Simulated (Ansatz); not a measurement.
# AlH4NS2: a ladder of functionals and wavefunction methods

An exercise on one series of results from a longer session: the logs are not shown, and one member is left open.

The runs use Ansatz 0.2.0, Gaussian basis; functionals in def2-TZVPP, the program's frozen cores in correlated methods.

Levels to be run: LDA (SPW92), PBE-D4, revPBE-D4, BLYP-D4, r2SCAN-D4, B97M-V, PBE0-D4, B3LYP-D4, r2SCANh-D4, r2SCAN0-D4, HSE06-D4, BHLYP-D4, CAM-B3LYP-D4, LC-ωPBE, ωB97X-V, ωB97M-V, B2PLYP, PBE-QIDH; CCSD(T)/def2-SVP; CCSD(T)/def2-TZVPP; CCSD(T)/def2-QZVPP; extrapolation to the limit; RPA on PBE.

## The geometry

The geometry comes from an earlier relaxation with PBE0-D4 in a triple-zeta def2 set; it is a stationary point, not always the lowest conformer.

SMILES `[NH2][Al]([SH])[SH]`, 8 atoms, charge 0, spin multiplicity 1.

Atoms are counted from 1 here; the program's logs count them from 0.

Bond lengths: N1–Al2 1.759 Å, N1–H5 1.006 Å, N1–H6 1.007 Å, Al2–S3 2.184 Å, Al2–S4 2.181 Å, S3–H7 1.344 Å, S4–H8 1.344 Å. Angles: Al2–N1–H5 125.4°, Al2–N1–H6 124.2°, H5–N1–H6 110.4°, N1–Al2–S3 122.1°, N1–Al2–S4 119.0°, S3–Al2–S4 118.9°, Al2–S3–H7 93.2°, Al2–S4–H8 92.7°.

Set-up of the first run:

in.yaml

```yaml
crystal:
  periodic: [false, false, false]
  atoms:
    - {symbol: N, position_ang: [-0.554729, 1.413586, -0.090028]}
    - {symbol: Al, position_ang: [-0.072314, -0.276722, -0.015360]}
    - {symbol: S, position_ang: [2.015810, -0.878564, 0.205202]}
    - {symbol: S, position_ang: [-1.607170, -1.820899, -0.148275]}
    - {symbol: H, position_ang: [0.070145, 2.201068, -0.048999]}
    - {symbol: H, position_ang: [-1.506936, 1.726316, -0.187173]}
    - {symbol: H, position_ang: [2.456592, 0.390844, 0.249312]}
    - {symbol: H, position_ang: [-0.709299, -2.812830, -0.020480]}
basis:
  gaussian: {orbitals: def2-TZVPP}
hamiltonian: {xc: lda}
output: {orbitals: {seedname: orbitals}}
```

The run is started by

```console
$ ansatz run in.yaml --threads 2 --pin off --events-out ev --progress --plain --max-ram 32768MiB --backend cpu
```

Among the steps run: LDA; PBE-D4 (GGA); revPBE-D4 (GGA); BLYP-D4 (GGA); r2SCAN-D4 (meta-GGA); B97M-V (meta-GGA); B3LYP-D4 (hybrid); r2SCANh-D4 (hybrid); r2SCAN0-D4 (hybrid); HSE06-D4 (hybrid); BHLYP-D4 (hybrid); CAM-B3LYP-D4 (range-separated); LC-ωPBE (range-separated); ωB97X-V (range-separated); ωB97M-V (range-separated); B2PLYP (double hybrid); PBE-QIDH (double hybrid).

One of the session's tables, all rows but one given; the rest of the session is left out.

It belongs to the step «Orbital energies across the functionals». 

| functional | HOMO (eV) | gap (eV) |
| --- | --- | --- |
| LDA (SPW92) | -6.29 | 5.00 |
| PBE-D4 | -6.12 | 5.06 |
| revPBE-D4 | -6.06 | 5.12 |
| BLYP-D4 | -5.97 | 4.96 |
| r2SCAN-D4 | ? | ? |
| B97M-V | -6.46 | 5.64 |
| PBE0-D4 | -7.46 | 7.20 |
| B3LYP-D4 | -7.19 | 6.65 |
| r2SCANh-D4 | -6.93 | 6.60 |
| r2SCAN0-D4 | -7.66 | 7.69 |
| HSE06-D4 | -7.06 | 6.43 |
| BHLYP-D4 | -8.52 | 8.98 |
| CAM-B3LYP-D4 | -8.76 | 9.37 |
| LC-ωPBE | -10.21 | 12.06 |
| ωB97X-V | -9.82 | 11.46 |
| ωB97M-V | -9.64 | 10.93 |

Q: Estimate the row for r2SCAN-D4 from the others.

Worked estimate for «HOMO (eV)». Against the share of exact exchange, r2SCANh-D4 (0.1, -6.93), r2SCAN0-D4 (0.25, -7.66) give a slope of -4.87 per unit share; at 0 the line stands at -6.44.

As computed: HOMO (eV): -6.43; gap (eV): 5.86. In «HOMO (eV)» the line misses by -0.01.
